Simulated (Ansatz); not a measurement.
# FH3HfO3: the cost of one run

Method: RKS PBE-D4/def2-SVP, in Ansatz 0.2.0.

## Step 1: The starting structure

Bond lengths: Hf1–F2 1.980 Å, Hf1–O3 2.070 Å, O3–H4 1.010 Å, Hf1–O5 2.069 Å, O5–H6 1.010 Å, Hf1–O7 2.069 Å, O7–H8 1.010 Å. Angles: F2–Hf1–O3 109.4°, F2–Hf1–O5 109.5°, F2–Hf1–O7 109.5°, O3–Hf1–O5 109.5°, O3–Hf1–O7 109.5°, O5–Hf1–O7 109.5°, Hf1–O3–H4 109.5°, Hf1–O5–H6 109.5°, Hf1–O7–H8 109.5°.

Coordinates:

```xyz
8

Hf    0.0000    0.0000    0.0000
F     0.0000    0.0000    1.9800
O     1.9520    0.0000   -0.6893
H     2.2684   -0.9521   -0.8060
O    -0.9750    1.6891   -0.6893
H    -1.9328    1.4584   -0.9117
O    -0.9750   -1.6891   -0.6893
H    -1.4296   -2.1548    0.0831
```

## Step 2: Preparing the start

input.yaml reads:

```yaml
crystal:
  periodic: [false, false, false]
  atoms:
    - { symbol: Hf, position_ang: [0.0, 0.0, 0.0] }
    - { symbol: F, position_ang: [0.0, 0.0, 1.98] }
    - { symbol: O, position_ang: [1.952, 0.0, -0.6893] }
    - { symbol: H, position_ang: [2.2684, -0.9521, -0.806] }
    - { symbol: O, position_ang: [-0.975, 1.6891, -0.6893] }
    - { symbol: H, position_ang: [-1.9328, 1.4584, -0.9117] }
    - { symbol: O, position_ang: [-0.975, -1.6891, -0.6893] }
    - { symbol: H, position_ang: [-1.4296, -2.1548, 0.0831] }
basis:
  gaussian: { orbitals: def2-SVP }
hamiltonian:
  xc: pbe
  dispersion: d4
relax:
  f_tol: 0.02
  max_steps: 40
```

Launch:

```bash
ansatz run input.yaml --threads 2 --pin off --max-ram 3072MiB --backend cpu --events-out ev --progress --plain --runs-dir out
```

Q: Estimate wall time and peak memory on 2 threads of Arm Neoverse V1, shared host.

About 24 s, with a peak of 0.14 GiB.
